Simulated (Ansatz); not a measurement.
# CH₈SiSn: basis-set convergence

One table from this session's results is given with a row withheld; the runs are named, their logs left out.

Program: Ansatz 0.2.0, Gaussian basis. Level of theory: one geometry, several basis sets. These are calculated values, not measurements.

The runs, in order: PBE0-D4/def2-SVP; ωB97M-V/def2-SVP; PBE0-D4/def2-QZVPP; ωB97M-V/def2-QZVPP; the functionals' def2-TZVPP values are taken from earlier runs.

## The relaxed structure

An earlier PBE0-D4 in a triple-zeta def2 set relaxation fixed the geometry. Sn takes the def2 core potential; no spin-orbit term is included.

SMILES `C[SiH2][SnH3]`, 11 atoms, charge 0, spin multiplicity 1.

Atoms are counted from 1 here; the program's logs count them from 0.

Bond lengths: C1–Si2 1.876 Å, C1–H4 1.092 Å, C1–H5 1.092 Å, C1–H6 1.092 Å, Si2–Sn3 2.563 Å, Si2–H7 1.490 Å, Si2–H8 1.490 Å, Sn3–H9 1.711 Å, Sn3–H10 1.711 Å, Sn3–H11 1.708 Å. Angles: Si2–C1–H4 110.5°, Si2–C1–H5 110.8°, Si2–C1–H6 110.8°, H4–C1–H5 108.2°, H4–C1–H6 108.2°, H5–C1–H6 108.1°, C1–Si2–Sn3 111.5°, C1–Si2–H7 110.3°, C1–Si2–H8 110.3°, Sn3–Si2–H7 108.6°, Sn3–Si2–H8 108.6°, H7–Si2–H8 107.5°, Si2–Sn3–H9 111.0°, Si2–Sn3–H10 111.0°, Si2–Sn3–H11 111.9°, H9–Sn3–H10 107.3°, H9–Sn3–H11 107.7°, H10–Sn3–H11 107.7°.

The first run:

Input file in.yaml:

```yaml
crystal:
  periodic: [false, false, false]
  atoms:
    - {symbol: C, position_ang: [-0.991762, 1.436534, -0.484856]}
    - {symbol: Si, position_ang: [-0.442014, -0.336358, -0.758633]}
    - {symbol: Sn, position_ang: [1.253472, -1.077861, 1.014974]}
    - {symbol: H, position_ang: [-1.712789, 1.736663, -1.248743]}
    - {symbol: H, position_ang: [-0.140212, 2.118573, -0.532264]}
    - {symbol: H, position_ang: [-1.463672, 1.549686, 0.493445]}
    - {symbol: H, position_ang: [0.183389, -0.482017, -2.102767]}
    - {symbol: H, position_ang: [-1.613901, -1.254597, -0.708102]}
    - {symbol: H, position_ang: [0.587008, -0.966008, 2.586543]}
    - {symbol: H, position_ang: [2.648560, -0.088321, 0.982444]}
    - {symbol: H, position_ang: [1.757220, -2.693192, 0.778560]}
basis:
  gaussian: {orbitals: def2-SVP}
hamiltonian: {xc: pbe0, dispersion: d4}
output: {orbitals: {seedname: orbitals}}
```

Among the steps run: PBE0-D4 in def2-SVP; ωB97M-V in def2-SVP; PBE0-D4 in def2-QZVPP; ωB97M-V in def2-QZVPP.

One of the session's tables, all rows but one given; the rest of the session is left out.

It belongs to the step «Density functionals: the series». 

| functional | basis | HOMO (eV) | LUMO (eV) |
| --- | --- | --- | --- |
| PBE0-D4 | def2-SVP | -7.68 | 0.29 |
| PBE0-D4 | def2-TZVPP | -7.68 | -0.02 |
| PBE0-D4 | def2-QZVPP | -7.68 | -0.16 |
| ωB97M-V | def2-SVP | ? | ? |
| ωB97M-V | def2-TZVPP | -9.68 | 1.46 |
| ωB97M-V | def2-QZVPP | -9.68 | 1.09 |

Q: Estimate the row for ωB97M-V, def2-SVP from the others.

The run gave: HOMO (eV): -9.64; LUMO (eV): 2.00. In the column «HOMO (eV)» it lies between ωB97M-V, def2-QZVPP (-9.68) and PBE0-D4, def2-SVP (-7.68).
